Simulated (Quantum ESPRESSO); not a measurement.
A run of Quantum ESPRESSO 7.5:

The input pw.in:

```
&CONTROL
  calculation = 'vc-relax'
  prefix = 'pwscf'
  outdir = './tmp'
  pseudo_dir = './pseudo'
  tprnfor = .true.
  tstress = .true.
  disk_io = 'low'
  nstep = 40
  forc_conv_thr = 0.0004
  etot_conv_thr = 1d-05
/
&SYSTEM
  ibrav = 0
  nat = 2
  ntyp = 1
  ecutwfc = 45
  ecutrho = 360
  nbnd = 19
  occupations = 'smearing'
  smearing = 'gaussian'
  degauss = 0.00734986
/
&ELECTRONS
  conv_thr = 4d-10
  electron_maxstep = 120
  mixing_beta = 0.5
/
&IONS
  ion_dynamics = 'bfgs'
/
&CELL
  cell_dynamics = 'bfgs'
  press = 60
  press_conv_thr = 0.3
/
ATOMIC_SPECIES
Zr    91.2240 zr_lda_v1.uspp.F.UPF
CELL_PARAMETERS angstrom
   3.2320000000    0.0000000000    0.0000000000
  -1.6160000000    2.7989941050    0.0000000000
   0.0000000000    0.0000000000    5.1470000000
ATOMIC_POSITIONS crystal
Zr     0.3333333333    0.6666666667    0.2500000000
Zr     0.6666666667    0.3333333333    0.7500000000
K_POINTS automatic
21 21 12 0 0 0
```

Potentials or basis: GBRV 1.5 LDA.

Run with:

```sh
$ OMP_NUM_THREADS=1 pw.x -in pw.in > pw.out
```

Hardware: 1 thread of Intel(R) Xeon(R) Platinum 8375C CPU @ 2.90GHz (Ice Lake), with other jobs on the host.

**Question.** Estimate the wall time of this run.

**Answer.** Run time: 17 min on 1 thread of Intel(R) Xeon(R) Platinum 8375C CPU @ 2.90GHz (Ice Lake), with other jobs on the host, peak memory 0.31 GiB. Counts: scf iterations 57, k pools 1, bands 19, ion steps 8, k points 336, g dense 36347.
